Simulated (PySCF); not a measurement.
# BiH6O3 (Bi(H2O)33+): the cost of one run

Computed with PySCF 2.14.0. Level: several levels, as the steps say, no spin–orbit coupling.

1 further run of the same task is left out (for a known fault of the program).

### 1 The starting structure

10 atoms, charge 3, spin multiplicity 1.

Bond lengths: Bi1–O2 2.309 Å, Bi1–O5 2.309 Å, Bi1–O8 2.309 Å, O2–H3 0.989 Å, O2–H4 0.989 Å, O5–H6 0.989 Å, O5–H7 0.989 Å, O8–H9 0.989 Å, O8–H10 0.990 Å. Angles: O2–Bi1–O5 120.0°, O2–Bi1–O8 120.0°, O5–Bi1–O8 120.0°, Bi1–O2–H3 127.4°, Bi1–O2–H4 127.4°, H3–O2–H4 105.2°, Bi1–O5–H6 127.4°, Bi1–O5–H7 127.4°, H6–O5–H7 105.2°, Bi1–O8–H9 127.4°, Bi1–O8–H10 127.4°, H9–O8–H10 105.2°.

As a file:

| atom | x (Å) | y (Å) | z (Å) |
| --- | --- | --- | --- |
| Bi1 | 0.00000 | 0.00000 | 0.00000 |
| O2 | 2.30926 | -0.00002 | 0.00000 |
| H3 | 2.91058 | -0.74081 | 0.26221 |
| H4 | 2.91059 | 0.74076 | -0.26221 |
| O5 | -1.15461 | 1.99989 | 0.00000 |
| H6 | -0.81373 | 2.89104 | 0.26221 |
| H7 | -2.09681 | 2.15027 | -0.26221 |
| O8 | -1.15465 | -1.99987 | 0.00000 |
| H9 | -2.09685 | -2.15023 | 0.26221 |
| H10 | -0.81378 | -2.89103 | -0.26221 |

Formal oxidation states: Bi +3. An earlier session relaxed this geometry at PBE0, Bi def2-SVP with ECP60, O def2-SVP, H def2-SVP (singlet, point group D3).

At PBE0 on the finer grid: E = -442.191354 Eh, HOMO -25.33 eV, LUMO -20.01 eV, Mulliken charge on Bi1 +1.97 e, largest force component 0.004 eV/Å. 

Levels to run: CAM-B3LYP; B3LYP; PBE0, TZVP. Hardware: 2 threads of Intel Xeon Platinum 8488C (Sapphire Rapids), shared host.

### 2 CAM-B3LYP

Contents of run.py (the lines that set the calculation):

```python
mol = gto.M(atom='''
Bi     0.00000     0.00000     0.00000
O      2.30926    -0.00002     0.00000
H      2.91058    -0.74081     0.26221
H      2.91059     0.74076    -0.26221
O     -1.15461     1.99989     0.00000
H     -0.81373     2.89104     0.26221
H     -2.09681     2.15027    -0.26221
O     -1.15465    -1.99987     0.00000
H     -2.09685    -2.15023     0.26221
H     -0.81378    -2.89103    -0.26221''',
    basis={'Bi': 'def2-SVP', 'O': 'def2-SVP', 'H': 'def2-SVP'},
    ecp={'Bi': 'def2-SVP'},
    charge=3, spin=0)
mf = dft.RKS(mol, xc='CAMB3LYP')
mf.grids.atom_grid = (75, 302)
mf = mf.density_fit()  # fitting sets: Bi def2-universal-JKFIT, O def2-universal-JKFIT, H def2-universal-JKFIT
mf.conv_tol = 1e-08; mf.max_cycle = 55
mf.kernel(dm0)  # dm0: the density of the relaxed state
```

Started as:

```bash
OMP_NUM_THREADS=2 python run.py
```

**Question.** How long does this run take on 2 threads of Intel Xeon Platinum 8488C (Sapphire Rapids), shared host?

About 8.5 s.
